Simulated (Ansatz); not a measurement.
Input of an Ansatz 0.2.0 run:

File input.yaml:

```yaml
crystal:
  lattice:
    - [3.0850655424, 0.0, 0.0]
    - [-1.5425327712, 2.6717451321, 0.0]
    - [0.0, 0.0, 10.340136]
  atoms:
    - { symbol: Ta, position: [0.3333333333, 0.6666666667, 0.245631] }
    - { symbol: Ta, position: [0.6666666667, 0.3333333333, 0.754369] }
    - { symbol: Sc, position: [0.0, 0.0, 0.0] }
    - { symbol: Sc, position: [0.0, 0.0, 0.5] }
    - { symbol: "N", position: [0.3333333333, 0.6666666667, 0.629841] }
    - { symbol: "N", position: [0.6666666667, 0.3333333333, 0.370159] }
hamiltonian:
  xc: pbesol
  pseudopotentials: { kind: paw, source: jth, xc_functional: pbe }
kpoints:
  mp_grid: { grid: [10, 10, 3] }
scf:
  occupations: { method: fermi_dirac, width: 0.05 }
output:
  forces: true
  stress: true
  eigenvalues: true
  write_density: true
  write_potential: true
  elf: true
  volumetric_format: npy
relax:
  f_tol: 0.01
  max_steps: 40
  cell: { stress_tol: 0.05 }
```

Potentials or basis: JTH PAW.

The run is started by

```bash
$ ansatz run input.yaml --threads 2 --pin off --max-ram 5632MiB --backend cpu --events-out ev --progress --plain --runs-dir out
```

Q: Estimate the space group after relaxing (to 0.05 Å).

A: P-3m1 (No. 164).

Q: Predict the band gap on the k mesh.

A: None (metal or under the smearing width).

Q: Estimate the relaxed volume.

A: 13.76 Å³/atom.

The path:
```csv
step,energy change (eV),largest force (eV/Å),volume (Å³)
1,0.0000,0.3072,85.23
2,-0.0547,0.0509,82.90
3,-0.0559,0.0077,82.51
4,-0.0559,0.0047,82.53
5,-0.0559,0.0005,82.54
6,-0.0554,0.0005,82.54
```

Caveat: the plane-wave basis is chosen anew once the cell has moved, so the energies of steps on either side of that aren't comparable. Spin-orbit coupling is left out, which matters for the levels of Ta.
